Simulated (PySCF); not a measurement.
# C3H7Al: electronic excitations at several levels of theory

Aim: compute the electronic excitations of C3H7Al (`C=C[CH2][AlH2]`) at several levels, and see how far they spread and what each costs.

The runs use PySCF 2.14.0, with density-fitted response routines of our own; the level of theory stands in each step. All values are computed, except where a source is named. Atoms count from 0, in the outputs and in this text.

### Step 1. The starting structure

11 atoms, charge 0, multiplicity 1; geometry from: GFN2-xTB.

Bonds of the start (Å): C0–C1 1.32, C1–C2 1.51, C2–Al3 2.00, C0–H4 1.08, C0–H5 1.09, C1–H6 1.09, C2–H7 1.10, C2–H8 1.10, Al3–H9 1.55, Al3–H10 1.55.

### Step 2. Geometry optimisation at PBE0-D3(BJ)/def2-SVP

The job: settings as JSON, then the geometry in Å.

```
{"job": {"xc": "PBE0", "basis": "def2-SVP", "d3": "d3bj", "grid": 1, "kind": "geom"}, "charge": 0, "multiplicity": 1}
C     -1.128370     0.352340     0.948040
C     -1.121700    -0.079330    -0.298620
C      0.140910    -0.368300    -1.065040
Al     1.635460     0.059930     0.193730
H     -2.024660     0.562690     1.506170
H     -0.183370     0.519330     1.471040
H     -2.063030    -0.236410    -0.816720
H      0.088740     0.187750    -2.014610
H      0.114170    -1.427070    -1.373840
H      2.166500     1.497460     0.439430
H      2.386190    -1.063060     0.958480
```

On the command line:

```
$ OMP_NUM_THREADS=1 python probes_run.py task.json out
```

The driver reads the jobs from task.json and runs them one after another.

Standard output:

```text
step   0  E = -360.48501807  max force = 0.016587
step   1  E = -360.48710027  max force = 0.010677
step   2  E = -360.48752528  max force = 0.011445
step   3  E = -360.48848013  max force = 0.003169
step   4  E = -360.48854743  max force = 0.002136
step   5  E = -360.48860761  max force = 0.000867
step   6  E = -360.48864206  max force = 0.000721
step   7  E = -360.48865353  max force = 0.000579
step   8  E = -360.48866251  max force = 0.000263
optimisation converged
```

Wall time 25 s (1 thread of Arm Neoverse V1, shared host); peak memory 0.38 GiB.

The steps of the relaxation:

```
step  energy from step 0 (eV)  largest force component (eV/Å)
   0                   0.0000                          0.8529
   1                  -0.0567                          0.5490
   2                  -0.0682                          0.5885
   3                  -0.0942                          0.1630
   4                  -0.0960                          0.1098
   5                  -0.0977                          0.0446
   6                  -0.0986                          0.0371
   7                  -0.0989                          0.0298
   8                  -0.0992                          0.0135
```

Close pairs (by a distance rule), those that changed most:

| bond | before (Å) | after (Å) | change (Å) |
| --- | --- | --- | --- |
| Al3–H10 | 1.552 | 1.594 | +0.041 |
| Al3–H9 | 1.552 | 1.593 | +0.041 |
| C2–Al3 | 2.000 | 1.975 | -0.026 |
| C0–C1 | 1.319 | 1.336 | +0.017 |
| C0–H4 | 1.077 | 1.093 | +0.017 |
| C1–H6 | 1.086 | 1.100 | +0.014 |
| C0–H5 | 1.093 | 1.102 | +0.009 |
| C1–C2 | 1.505 | 1.500 | -0.005 |

The next job starts from the end point, and lists it.

| at the end point | value |
| --- | --- |
| point group (found at 0.08 Å tolerance) | C1 |
| rotational constants (GHz, main isotopes) | 10.986, 3.772, 2.986 |
| dipole moment (D) | 1.06 |

### Step 3. Excited states and response: PBE0/aug-cc-pVDZ

The job: settings as JSON, then the geometry in Å.

```
{"job": {"kind": "uv", "xc": "PBE0", "basis": "aug-cc-pVDZ"}, "charge": 0, "multiplicity": 1}
C     -1.212022     0.331980     1.003767
C     -1.130071    -0.056200    -0.272070
C      0.140166    -0.359780    -1.009027
Al     1.722698     0.037683     0.103116
H     -2.166704     0.536976     1.495371
H     -0.321253     0.464587     1.638083
H     -2.072475    -0.165371    -0.827921
H      0.167135     0.227303    -1.946296
H      0.131660    -1.417055    -1.333676
H      2.300072     1.520849     0.170244
H      2.451633    -1.115643     0.926469
```

With the program's defaults for keys left out, this is: TDDFT PBE0/aug-cc-pVDZ, vertical, gas phase, core orbitals frozen in the response.

Standard output:

```text
coarse grid: 9224 points
cycle   1  E = -360.6057773303  dE =  1.135e-01  |g| = 3.642e-01  |ddm| = 8.529e+00
cycle   2  E = -360.5974387858  dE =  8.339e-03  |g| = 4.043e-01  |ddm| = 2.161e+00
cycle   3  E = -360.6436859957  dE = -4.625e-02  |g| = 4.929e-02  |ddm| = 1.001e+00
cycle   4  E = -360.6441398651  dE = -4.539e-04  |g| = 3.156e-02  |ddm| = 1.578e-01
cycle   5  E = -360.6443982334  dE = -2.584e-04  |g| = 4.959e-03  |ddm| = 7.523e-02
cycle   6  E = -360.6444053508  dE = -7.117e-06  |g| = 1.038e-03  |ddm| = 1.438e-02
final grid: 83120 points
cycle   7  E = -360.6532967162  dE = -1.190e-05  |g| = 5.743e-03  |ddm| = 1.439e-01
cycle   8  E = -360.6532923643  dE =  4.352e-06  |g| = 6.985e-03  |ddm| = 3.395e-02
cycle   9  E = -360.6533060555  dE = -1.369e-05  |g| = 6.390e-04  |ddm| = 1.651e-02
cycle  10  E = -360.6533061598  dE = -1.043e-07  |g| = 1.492e-04  |ddm| = 1.608e-03
cycle  11  E = -360.6533061657  dE = -5.907e-09  |g| = 3.388e-05  |ddm| = 3.771e-04
cycle  12  E = -360.6533061660  dE = -2.633e-10  |g| = 1.197e-05  |ddm| = 1.041e-04
converged SCF energy = -360.6533061660

Static polarisability (au): isotropic 67.648, principal 58.007 70.586 74.351

Singlet excitations
state   eV       nm        f      main configurations
  1   4.9354    251.2   0.00091   H-1->L 0.52, H->L 0.47
  2   5.0906    243.6   0.00311   H->L 0.52, H-1->L 0.47
  3   5.3348    232.4   0.00028   H-2->L 0.99
  4   6.3556    195.1   0.00277   H-1->L+1 0.67, H-1->L+2 0.18, H->L+1 0.08
  5   6.5566    189.1   0.00729   H->L+2 0.74, H->L+1 0.22
  6   6.8044    182.2   0.01293   H-1->L+2 0.59, H-1->L+1 0.27
  7   7.0349    176.2   0.18149   H->L+1 0.50, H-1->L+2 0.17, H->L+2 0.11
  8   7.1147    174.3   0.01611   H->L+3 0.76, H->L+4 0.09
  9   7.2431    171.2   0.00485   H->L+6 0.41, H->L+4 0.38, H->L+5 0.10
 10   7.3058    169.7   0.00315   H-2->L+1 0.80, H-2->L+2 0.14

Triplet excitations (Tamm-Dancoff, eV): 4.3421 4.6067 4.7983 4.9912
```

It took 13 s on 1 thread of Arm Neoverse V1, shared host; peak memory 0.7 GiB.

Frontier orbitals and where they lie:

```csv
orbital,eV,atoms
HOMO−3,-10.16,"C0 30 %, C2 23 %, C1 19 %"
HOMO−2,-8.25,"Al3 38 %, H9 30 %, H10 28 %"
HOMO−1,-7.83,"C2 40 %, Al3 17 %, C1 13 %"
HOMO,-7.61,"C0 39 %, C1 32 %, C2 13 %"
LUMO,-1.41,"Al3 61 %, C2 10 %, H10 7 %"
LUMO+1,-0.02,"C0 28 %, C1 25 %, Al3 10 %"
LUMO+2,0.00,"Al3 19 %, H6 14 %, H7 14 %"
```

With each of the 10 states as a Gaussian band of 0.4 eV half-width at 1/e, the curve within the window shown has maxima at 245 nm (ε 170), 176 nm (ε 8,700) L/(mol cm). Beyond the last state computed it falls off for lack of states. The curve at chosen wavelengths:

```csv
nm,ε (L/mol/cm)
163,1272
168,4289
173,7804
178,8437
183,5978
187,3598
192,1590
197,650
202,264
207,106
212,44
217,29
222,41
226,64
231,101
236,137
241,161
246,165
251,150
256,123
261,92
265,69
270,45
275,27
280,16
285,8
```

Further results of this job:

| property | computed |
| --- | --- |
| dipole moment (D) | 1.08 |
| polarisability (Å³) | 10.02 |
| HOMO–LUMO gap (eV) | 6.20 |
| −ε(HOMO) (eV) | 7.61 |

### Step 4. Ultraviolet spectrum: PBE0/def2-TZVPD

The job, as its differences from that of step 3:

```diff
@@ -1,2 +1,2 @@
-{"job": {"kind": "uv", "xc": "PBE0", "basis": "aug-cc-pVDZ"}, "charge": 0, "multiplicity": 1}
+{"job": {"kind": "uv", "xc": "PBE0", "basis": "def2-TZVPD"}, "charge": 0, "multiplicity": 1}
 C     -1.212022     0.331980     1.003767
```

Method: TDDFT PBE0/def2-TZVPD, vertical, gas phase, core orbitals frozen in the response.

Standard output:

```text
coarse grid: 9224 points
cycle   1  E = -360.6595928625  dE =  8.163e-02  |g| = 3.944e-01  |ddm| = 3.313e+00
cycle   2  E = -360.6491374587  dE =  1.046e-02  |g| = 4.397e-01  |ddm| = 1.419e+00
cycle   3  E = -360.7004928595  dE = -5.136e-02  |g| = 5.337e-02  |ddm| = 5.884e-01
cycle   4  E = -360.7009195098  dE = -4.267e-04  |g| = 3.754e-02  |ddm| = 1.071e-01
cycle   5  E = -360.7012671364  dE = -3.476e-04  |g| = 6.652e-03  |ddm| = 3.952e-02
cycle   6  E = -360.7012780314  dE = -1.089e-05  |g| = 1.019e-03  |ddm| = 1.278e-02
cycle   7  E = -360.7012782819  dE = -2.505e-07  |g| = 3.321e-04  |ddm| = 2.810e-03
final grid: 83120 points
cycle   8  E = -360.6932899377  dE = -2.780e-05  |g| = 5.793e-03  |ddm| = 1.768e-01
cycle   9  E = -360.6932857371  dE =  4.201e-06  |g| = 6.918e-03  |ddm| = 1.859e-02
cycle  10  E = -360.6932984666  dE = -1.273e-05  |g| = 8.715e-04  |ddm| = 8.617e-03
cycle  11  E = -360.6932986405  dE = -1.739e-07  |g| = 2.830e-04  |ddm| = 1.094e-03
cycle  12  E = -360.6932986609  dE = -2.042e-08  |g| = 4.645e-05  |ddm| = 3.451e-04
cycle  13  E = -360.6932986614  dE = -5.427e-10  |g| = 1.157e-05  |ddm| = 1.320e-04
converged SCF energy = -360.6932986614

Static polarisability (au): isotropic 67.202, principal 57.370 70.201 74.034

Singlet excitations
state   eV       nm        f      main configurations
  1   4.9756    249.2   0.00073   H-1->L 0.56, H->L 0.44
  2   5.1490    240.8   0.00305   H->L 0.55, H-1->L 0.44
  3   5.3882    230.1   0.00027   H-2->L 0.99
  4   6.3545    195.1   0.00234   H-1->L+1 0.85, H->L+1 0.14
  5   6.7949    182.5   0.00719   H->L+2 0.95
  6   6.9742    177.8   0.03522   H-1->L+2 0.67, H->L+1 0.20
  7   7.1562    173.3   0.15741   H->L+1 0.45, H-1->L+2 0.28
  8   7.3496    168.7   0.00340   H-2->L+1 0.91
  9   7.3983    167.6   0.00158   H->L+3 0.61, H->L+4 0.25
 10   7.4990    165.3   0.02321   H->L+4 0.39, H->L+5 0.23, H->L+3 0.20

Triplet excitations (Tamm-Dancoff, eV): 4.3356 4.6506 4.8502 5.0514
```

Run time: 19 s. Hardware: 1 thread of Arm Neoverse V1, shared host; peak memory 0.84 GiB.

Key values: HOMO -7.62 eV, LUMO -1.35 eV; lowest singlet 4.98 eV.

### Step 5. Excited states and response: PBE0/6-31+G*

The job, as its differences from that of step 4:

```diff
@@ -1,2 +1,2 @@
-{"job": {"kind": "uv", "xc": "PBE0", "basis": "def2-TZVPD"}, "charge": 0, "multiplicity": 1}
+{"job": {"kind": "uv", "xc": "PBE0", "basis": "6-31+G*"}, "charge": 0, "multiplicity": 1}
 C     -1.212022     0.331980     1.003767
```

With the program's defaults for keys left out, this is: TDDFT PBE0/6-31+G*, vertical, gas phase, core orbitals frozen in the response.

Standard output:

```text
coarse grid: 9224 points
cycle   1  E = -360.6281221697  dE =  9.837e-02  |g| = 3.722e-01  |ddm| = 3.044e+00
cycle   2  E = -360.6200681003  dE =  8.054e-03  |g| = 4.079e-01  |ddm| = 9.001e-01
cycle   3  E = -360.6673305613  dE = -4.726e-02  |g| = 4.808e-02  |ddm| = 5.708e-01
cycle   4  E = -360.6677407914  dE = -4.102e-04  |g| = 3.152e-02  |ddm| = 1.010e-01
cycle   5  E = -360.6680017445  dE = -2.610e-04  |g| = 4.398e-03  |ddm| = 3.781e-02
cycle   6  E = -360.6680071407  dE = -5.396e-06  |g| = 1.118e-03  |ddm| = 1.026e-02
final grid: 83120 points
cycle   7  E = -360.6271589349  dE = -9.192e-06  |g| = 5.720e-03  |ddm| = 3.671e-02
cycle   8  E = -360.6271549598  dE =  3.975e-06  |g| = 6.911e-03  |ddm| = 1.525e-02
cycle   9  E = -360.6271683197  dE = -1.336e-05  |g| = 6.428e-04  |ddm| = 8.809e-03
cycle  10  E = -360.6271684246  dE = -1.048e-07  |g| = 1.463e-04  |ddm| = 8.474e-04
cycle  11  E = -360.6271684302  dE = -5.606e-09  |g| = 3.489e-05  |ddm| = 2.220e-04
cycle  12  E = -360.6271684304  dE = -2.786e-10  |g| = 1.128e-05  |ddm| = 5.553e-05
converged SCF energy = -360.6271684304

Static polarisability (au): isotropic 60.642, principal 52.674 63.395 65.856

Singlet excitations
state   eV       nm        f      main configurations
  1   4.9434    250.8   0.00106   H->L 0.57, H-1->L 0.42
  2   5.0801    244.1   0.00211   H-1->L 0.57, H->L 0.42
  3   5.4133    229.0   0.00018   H-2->L 0.99
  4   6.4890    191.1   0.00347   H-1->L+1 0.89, H->L+1 0.09
  5   6.7232    184.4   0.00746   H->L+2 0.95
  6   6.9744    177.8   0.04052   H-1->L+2 0.74, H->L+1 0.17
  7   7.1866    172.5   0.19801   H->L+1 0.53, H-1->L+2 0.23, H-3->L 0.09
  8   7.3398    168.9   0.02025   H->L+3 0.85, H->L+5 0.11
  9   7.4483    166.5   0.00619   H->L+4 0.87
 10   7.5023    165.3   0.00571   H-2->L+1 0.94

Triplet excitations (Tamm-Dancoff, eV): 4.3431 4.6462 4.9391 4.9752
```

Wall time 5.9 s (1 thread of Arm Neoverse V1, shared host); peak memory 0.47 GiB.

Key values: HOMO -7.55 eV, LUMO -1.38 eV; lowest singlet 4.94 eV.

### Step 6. Side by side: electronic excitations

Excitations and ground-state properties, with basis size and wall time:

```csv
run,lowest singlet (eV),brightest (eV),f,gap (eV),α (Å³),μ (D),functions,time
PBE0/aug-cc-pVDZ,4.94,7.03,0.181,6.20,10.02,1.08,159,13 s
PBE0/def2-TZVPD,4.98,7.16,0.157,6.27,9.96,1.07,217,19 s
PBE0/6-31+G*,4.94,7.19,0.198,6.17,8.99,1.04,90,5.9 s
```

### Step 7. Summary of results

```
                                quantity                        value
                             point group                           C1
    rotational constants (main isotopes)        10.99, 3.77, 2.99 GHz
       lowest singlet (PBE0/aug-cc-pVDZ)  4.94 eV (251 nm), f = 0.001
brightest single state of those computed  state 7, 7.03 eV, f = 0.181
                          lowest triplet                      4.34 eV
             range of the lowest singlet              4.94 to 4.98 eV
```

**Reading.** Single values in the summary come from the first run of each kind that ended normally (PBE0/aug-cc-pVDZ), which need not be the best level. Relaxing lowered the energy by 0.099 eV in 8 steps; the close pair that moved most is Al3–H10, from 1.552 to 1.594 Å. The lowest singlet, at 4.94 eV, is HOMO−1→LUMO 0.52, HOMO→LUMO 0.47 and is dark; of the 10 states computed, the strongest absorption comes from state 7 at 7.03 eV. The lowest triplet lies 0.59 eV below the lowest singlet (triplets in Tamm-Dancoff, singlets in full TDDFT). The lowest singlet runs from 4.94 eV (PBE0/aug-cc-pVDZ) to 4.98 eV (PBE0/def2-TZVPD), while the orbital gap spans 6.17 to 6.27 eV. The lowest state need not be the same one in every run.
